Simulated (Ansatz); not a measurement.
# CH₅AsS: one species, many methods

Aim: compute CH₅AsS with functionals from several rungs and with coupled cluster, and see how far each lands from CCSD(T) at the basis-set limit for the atomisation energy.

Computed with Ansatz 0.2.0, Gaussian basis. Level: functionals in def2-TZVPP, the program's frozen cores in correlated methods.

Levels to be run: LDA (SPW92), PBE-D4, revPBE-D4, BLYP-D4, r2SCAN-D4, B97M-V, PBE0-D4, B3LYP-D4, r2SCANh-D4, r2SCAN0-D4, HSE06-D4, BHLYP-D4, CAM-B3LYP-D4, LC-ωPBE, ωB97X-V, ωB97M-V, B2PLYP, PBE-QIDH; CCSD(T)/def2-SVP; CCSD(T)/def2-TZVPP; MP2/def2-QZVPP; extrapolation to the limit; RPA on PBE.

### 1 The geometry

The geometry comes from an earlier relaxation with PBE0-D4 in a triple-zeta def2 set; it is a stationary point, not always the lowest conformer.

SMILES `CS[AsH2]`, 8 atoms, charge 0, spin multiplicity 1.

Atoms are counted from 1 here; the program's logs count them from 0.

Bond lengths: C1–S2 1.810 Å, C1–H4 1.090 Å, C1–H5 1.089 Å, C1–H6 1.091 Å, S2–As3 2.233 Å, As3–H7 1.524 Å, As3–H8 1.524 Å. Angles: S2–C1–H4 111.5°, S2–C1–H5 111.5°, S2–C1–H6 106.0°, H4–C1–H5 110.0°, H4–C1–H6 108.8°, H5–C1–H6 108.8°, C1–S2–As3 99.1°, S2–As3–H7 96.4°, S2–As3–H8 96.3°, H7–As3–H8 91.8°.

### 2 LDA

This LDA is Slater exchange with PW92 correlation.

in.yaml

```yaml
crystal:
  periodic: [false, false, false]
  atoms:
    - {symbol: C, position_ang: [-0.755158, 1.116455, -0.422606]}
    - {symbol: S, position_ang: [-0.246729, 0.110352, 0.993412]}
    - {symbol: As, position_ang: [1.036562, -1.375842, -0.070794]}
    - {symbol: H, position_ang: [-1.316689, 0.529516, -1.148949]}
    - {symbol: H, position_ang: [0.099735, 1.588986, -0.905172]}
    - {symbol: H, position_ang: [-1.406230, 1.894347, -0.020738]}
    - {symbol: H, position_ang: [2.210153, -1.310713, 0.898916]}
    - {symbol: H, position_ang: [0.470456, -2.610203, 0.620031]}
basis:
  gaussian: {orbitals: def2-TZVPP}
hamiltonian: {xc: lda}
output: {orbitals: {seedname: orbitals}}
```

Run with:

```
$ ansatz run in.yaml --threads 2 --pin off --events-out ev --progress --plain --max-ram 4352MiB
```

After this run come: PBE-D4 (GGA); revPBE-D4 (GGA); BLYP-D4 (GGA); r2SCAN-D4 (meta-GGA); B97M-V (meta-GGA); PBE0-D4 (hybrid); B3LYP-D4 (hybrid); r2SCANh-D4 (hybrid); r2SCAN0-D4 (hybrid); HSE06-D4 (hybrid); BHLYP-D4 (hybrid); CAM-B3LYP-D4 (range-separated); LC-ωPBE (range-separated); ωB97X-V (range-separated); ωB97M-V (range-separated); B2PLYP (double hybrid); PBE-QIDH (double hybrid); CCSD(T) in def2-SVP; CCSD(T) in def2-TZVPP; MP2 in def2-QZVPP; RPA on PBE orbitals.

**Question.** What will the summary of the whole plan be? Wanted: atomisation energy, CCSD(T)/CBS; farthest beyond LDA; mean size of error, GGA; mean size of error, meta-GGA; mean size of error, hybrid; mean size of error, range-separated; mean size of error, double hybrid; gap, smallest and largest; T1 diagnostic.

**Answer**, as computed:

```
                               quantity                                                                                          value
        atomisation energy, CCSD(T)/CBS                                                                                 585.4 kcal/mol
functionals within 5.9 kcal/mol (1.0 %)  revPBE-D4, BLYP-D4, r2SCAN-D4, PBE0-D4, B3LYP-D4, r2SCANh-D4, HSE06-D4, CAM-B3LYP-D4, ωB97M-V
                    farthest beyond LDA                                                                      BHLYP-D4 (-13.0 kcal/mol)
                mean size of error, GGA                                                                                   4.8 kcal/mol
           mean size of error, meta-GGA                                                                                   4.7 kcal/mol
             mean size of error, hybrid                                                                                   4.1 kcal/mol
    mean size of error, range-separated                                                                                   5.3 kcal/mol
      mean size of error, double hybrid                                                                                   7.3 kcal/mol
              gap, smallest and largest                                                      4.02 eV (LDA (SPW92)), 11.16 eV (LC-ωPBE)
                          T1 diagnostic                                                                                         0.0108
triples share of the correlation energy                                                                                          4.0 %
```

**Reading.** The LDA atomisation energy is off by 88.6 kcal/mol (15 %): it overbinds. PBE-D4 misses by +10.4 kcal/mol. Double hybrids carry the basis error of their MP2 part in triple zeta, and no dispersion term here, so their miss is partly the set-up's. The rungs hybrid, meta-GGA, GGA, range-separated miss on average by less than the doubt on the reference (5.9 kcal/mol), so they tie. The reference freezes the cores and leaves out relativity and excitations past (T), and its outer-core shells are covered unevenly, so misses under about 5.9 kcal/mol can't be ranked. Hartree-Fock recovers 70 % of the binding; the rest is correlation. CCSD(T) in def2-SVP is off by -44.4 kcal/mol, so the small basis spoils what the method gains. The gap grows from 4.0 to 11.2 eV across the functionals, mostly with the share of exact exchange. Correlated methods include outer-core shells of As, which these sets cover unevenly.
